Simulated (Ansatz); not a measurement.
HfB:

```xyz
2
Lattice="0.0000 2.3100 2.3100 2.3100 0.0000 2.3100 2.3100 2.3100 0.0000" Properties=species:S:1:pos:R:3 pbc="T T T"
Hf    2.3100    2.3100    2.3100
B     0.0000    0.0000    0.0000
```

Base run:

- Program: Ansatz 0.2.0
- Functional: PBE
- Potentials or basis: Ansatz PAW
- Cutoff: 420 eV (not typed: the program's choice for these potentials)
- k mesh: 10 × 10 × 10
- Occupations: fermi-dirac, width 0.05 eV
- Spin: no spin polarisation

Its results: band gap on the k mesh none (metal or under the smearing width); pressure 29.6 GPa.

Question: The run is repeated on the same cell with these changes: functional from PBE to PBEsol. What comes out?

Answer: Band gap on the k mesh none (metal or under the smearing width); pressure 23.2 GPa.

PBEsol binds more tightly than PBE, so the same cell stands under less pressure.

Caveats: spin-orbit coupling is left out, which moves the levels of the heavy elements; a pressure of tens of GPa on the cell as given is suspect, and the run, the potentials or the cell itself is likely at fault (some runs); so large a pressure means that the cell lies far from this level's equilibrium, or that cutoff or potentials fall short (some runs); the PAW data sets come from PBE, with cores solved anew for the run's functional, which leaves a small shift of forces and pressure (some runs).
